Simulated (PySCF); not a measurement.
# SrB⁺ at other levels of theory

Starting from one script, swap the method and compare what comes out for SrB⁺.

Program: PySCF 2.14.0. Level of theory: method and basis as typed in the scripts. These are calculated values, not measurements.

2 further runs of the same task are left out: 1 for a known fault of the program, 1 that didn't finish.

### 1 Where the work starts

SrB⁺: 2 atoms, charge 1, spin multiplicity 1.

Bond lengths: Sr1–B2 2.625 Å.

### 2 The run that the others are compared with

input.py

```python
from pyscf import gto, scf
from pyscf.prop.polarizability import rhf as pol

mol = gto.M(
    atom='Sr 0 0 0; B 0 0 2.625',
    basis='def2-svpd',
    ecp={'Sr': 'def2-svpd'},
    charge=1,
    spin=0,
    verbose=3,
)
mf = scf.RHF(mol)
mf.kernel()
print('polarizability (a.u.)')
print(pol.Polarizability(mf).polarizability().round(4))
mf.dip_moment()
print('orbital energies (hartree):', mf.mo_energy[..., max(0, mol.nelec[1]-3):mol.nelec[0]+3].round(4))
```

Run with:

```sh
python input.py
```

### 3 MP2

Variant 1 changes step after the SCF: polarizability → mp2.

input.py

```python
from pyscf import gto, scf, mp

mol = gto.M(
    atom='Sr 0 0 0; B 0 0 2.625',
    basis='def2-svpd',
    ecp={'Sr': 'def2-svpd'},
    charge=1,
    spin=0,
    verbose=3,
)
mf = scf.RHF(mol)
mf.kernel()
mp.MP2(mf).kernel()
mf.dip_moment()
print('orbital energies (hartree):', mf.mo_energy[..., max(0, mol.nelec[1]-3):mol.nelec[0]+3].round(4))
```

### 4 Blyp (RKS)

Variant 2 changes functional: none (Hartree–Fock) → blyp; SCF type: RHF → RKS; step after the SCF: polarizability → analyze.

input.py

```python
from pyscf import gto, dft

mol = gto.M(
    atom='Sr 0 0 0; B 0 0 2.625',
    basis='def2-svpd',
    ecp={'Sr': 'def2-svpd'},
    charge=1,
    spin=0,
    verbose=3,
)
mf = dft.RKS(mol, xc='blyp')
mf.kernel()
mf.mulliken_pop()
mf.dip_moment()
print('orbital energies (hartree):', mf.mo_energy[..., max(0, mol.nelec[1]-3):mol.nelec[0]+3].round(4))
```

### 5 MP2

Variant 3 changes step after the SCF: polarizability → mp2; frozen orbitals: none → 1.

input.py

```python
from pyscf import gto, scf, mp

mol = gto.M(
    atom='Sr 0 0 0; B 0 0 2.625',
    basis='def2-svpd',
    ecp={'Sr': 'def2-svpd'},
    charge=1,
    spin=0,
    verbose=3,
)
mf = scf.RHF(mol)
mf.kernel()
mp.MP2(mf, frozen=1).kernel()
mf.dip_moment()
print('orbital energies (hartree):', mf.mo_energy[..., max(0, mol.nelec[1]-3):mol.nelec[0]+3].round(4))
```

### 6 ROHF

Variant 4 changes SCF type: RHF → ROHF.

input.py: that of step 2 with these lines changed.

```diff
@@ -11,3 +11,3 @@
 )
-mf = scf.RHF(mol)
+mf = scf.ROHF(mol)
 mf.kernel()
```

### 7 Gradient

Variant 5 changes step after the SCF: polarizability → gradient.

input.py: that of step 2 with these lines changed.

```diff
@@ -1,3 +1,2 @@
 from pyscf import gto, scf
-from pyscf.prop.polarizability import rhf as pol
 
@@ -13,4 +12,3 @@
 mf.kernel()
-print('polarizability (a.u.)')
-print(pol.Polarizability(mf).polarizability().round(4))
+mf.nuc_grad_method().kernel()
 mf.dip_moment()
```

Q: Predict the outcome of this session. Wanted: for each run, E(SCF); from base; after the SCF.

**Answer**, as computed:

| run | E(SCF) (hartree) | from base (eV) | after the SCF |
| --- | --- | --- | --- |
| base | -54.610479 | 0 | mean α 58.7 bohr³ |
| MP2 | -54.610479 | 0.0000 | MP2 correlation -3.379 eV |
| blyp (RKS) | -55.080391 | not comparable | n/a |
| MP2 | -54.610479 | 0.0000 | MP2 correlation -3.339 eV, core frozen |
| ROHF | -54.610479 | 0.0000 | mean α 277.1 bohr³ |
| gradient | -54.610479 | 0.0000 | n/a |

In words: The SCF energy stays the same, to the digits that matter, with ROHF. Total energies of different functionals can't be compared with each other; differences within one functional can.
